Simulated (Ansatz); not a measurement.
H6SSiSn, SMILES [SiH3][SnH2][SH]: vertical spin-state energies, run with Ansatz's Python interface.

`spin_h6ssisn.py`
```python
import ansatz

BASIS = 'def2-SVPD'
XC = 'hf'

geometry = (
    ansatz.Crystal.molecule()
    .atom('Si', (-1.0017, 0.9426, -0.9191))
    .atom('Sn', (0.6917, -0.5116, 0.0851))
    .atom('S', (0.1381, -0.8811, 2.3997))
    .atom('H', (-2.2943, 0.3564, -0.8226))
    .atom('H', (-0.7312, 1.2097, -2.366))
    .atom('H', (-1.068, 2.2884, -0.2177))
    .atom('H', (2.2924, 0.2567, -0.0392))
    .atom('H', (0.755, -2.0236, -0.7676))
    .atom('H', (1.3063, -1.6839, 2.6305))
)

base = geometry.calculation().basis(gaussian=BASIS).functional(XC)
found = {}
for unpaired in [0, 2, 4]:
    report = base.spin('collinear', total=unpaired).run().report
    s = unpaired / 2
    found[unpaired] = report['free_energy_ev']
    print(f'2S+1 = {unpaired + 1}: E = {found[unpaired]:.5f} eV, <S^2> = {abs(report["mean_field"]["state"]["spin_squared"]):.3f} (pure state {s * (s + 1):.2f})')
lowest = min(found, key=found.get)
for unpaired, e in found.items():
    print(f'multiplicity {unpaired + 1}: {23.060548 * (e - found[lowest]):.1f} kcal/mol above the lowest')
```

Which spin state is lowest at this geometry, and how far above lie the others?

In order: multiplicity 1 (+0.00 eV), multiplicity 3 (+4.67 eV) and multiplicity 5 (+10.44 eV), all at the one geometry.

What the script printed:

`python spin_h6ssisn.py` gives:
```text
2S+1 = 1: E = -24574.34340 eV, <S^2> = 0.000 (pure state 0.00)
2S+1 = 3: E = -24569.67737 eV, <S^2> = 2.016 (pure state 2.00)
2S+1 = 5: E = -24563.89958 eV, <S^2> = 6.030 (pure state 6.00)
multiplicity 1: 0.0 kcal/mol above the lowest
multiplicity 3: 107.6 kcal/mol above the lowest
multiplicity 5: 240.8 kcal/mol above the lowest
```

Caveats:
- The settings weren't tested for convergence.
- The geometry is a force-field or estimated start, not a minimum of this method, and the basis set is short of its limit. All parts are taken at fixed geometry, without zero-point energy.
- def2 sets replace the cores of elements past krypton by effective core potentials.
- Hartree-Fock leaves correlation out, so it favours high-spin states too much.
- Spin-orbit coupling, which mixes and shifts the spin states of heavy atoms, is left out.
- Finished in 90 s on 1 thread of Arm Neoverse V2, with other jobs on the host, peak memory 0.59 GiB.

(Lines on the test bed's own set-up are left out of the output.)
